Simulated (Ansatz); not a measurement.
Ge, space group I4_1/amd, a check of PAW against all-electron LAPW

Computed with the Ansatz DFT code, driven from Python.

Notebook, run cell by cell (the value of a cell's last expression is shown):

**Cell 1**
```python
import ansatz as az
import numpy as np
```

**Cell 2**
```python
WIDTH_EV = 0.1
KSPACING = 0.24
XC = "lda"
```

**Cell 3**
```python
def count_gap(report):
    # lowest empty less highest filled band, counting bands; zero where they overlap
    return max(report.get("gap_by_band_count_ev") or 0.0, 0.0)

xtal = (
    az.Lattice.of((-2.57449, 2.57449, 1.397413), (2.57449, -2.57449, 1.397413), (2.57449, 2.57449, -1.397413))
    .atom("Ge", (0.25, 0.75, 0.5))
    .atom("Ge", (0.5, 0.5, 0.0))
)

len(xtal.resolved().sites)
```
Output:
```text
2
```

**Cell 4**
```python
calculation = (
    xtal.calculation()
    .occupations(az.OccupationsMethod.METHFESSEL_PAXTON, width=WIDTH_EV)
    .kpoints(spacing=KSPACING)
    .functional(XC)
    .stress()
    .forces()
    .band_table()
)
variants = {
    "PAW": calculation.pseudopotentials("paw"),
    "LAPW": calculation.pseudopotentials("all_electron", lapw=True),
}
# totals differ by the cores that each treatment holds, so compare what does not depend on them
rows = []
for label, variant in variants.items():
    rep = variant.run().report
    levels = np.array(rep["eigenvalues_ev"][0]) - rep["fermi_energy_ev"]
    print(label, "levels at the first k-point near E_F:", np.round(levels[np.abs(levels) < 5], 3))
    rows.append((label, rep["n_electrons"], np.trace(rep["stress_gpa"]) / 3, count_gap(rep)))
lines = [",".join(["treatment", "electrons in bands", "P GPa", "gap by band count eV"])] + [",".join(f"{v:.4f}" if isinstance(v, float) else str(v) for v in row) for row in rows]
print("\n".join(lines))
with open("paw_lapw.csv", "w") as handle:
    handle.write("\n".join(lines) + "\n")
```
Output:
```text
DeckWarning: basis.ecutwfc = 420 eV, auto-derived from the records' recommended cutoffs: set by Ge (normal level)
PAW levels at the first k-point near E_F: [-4.201 -2.339 -2.339  3.351]
LAPW levels at the first k-point near E_F: [-4.203 -2.338 -2.338  3.353]
treatment,electrons in bands,P GPa,gap by band count eV
PAW,28.0000,-2.4373,0.0000
LAPW,44.0000,-2.4039,0.0000
```

PAW gives -2.437 GPa and LAPW -2.404 GPa, 0.033 GPa apart. They took 4.5 and 31.0 s of processor time.

Notes:
- The computed bands are complete only to about 3.6 eV above the Fermi level.
- A gap by band count of zero or less means overlapping bands, a metal.
- This isn't the structure that Ge takes at ambient conditions.
- Levels are Kohn-Sham eigenvalues on this mesh, without spin-orbit coupling.
- Warnings are shown shortened and without file and line.
- Pressure is positive in compression; the treatments may keep other shells as core, so totals and counts of electrons can differ.
- Hardware and time: 36 s on 1 thread of Arm Neoverse V1, with other jobs on the host, peak memory 0.65 GiB.
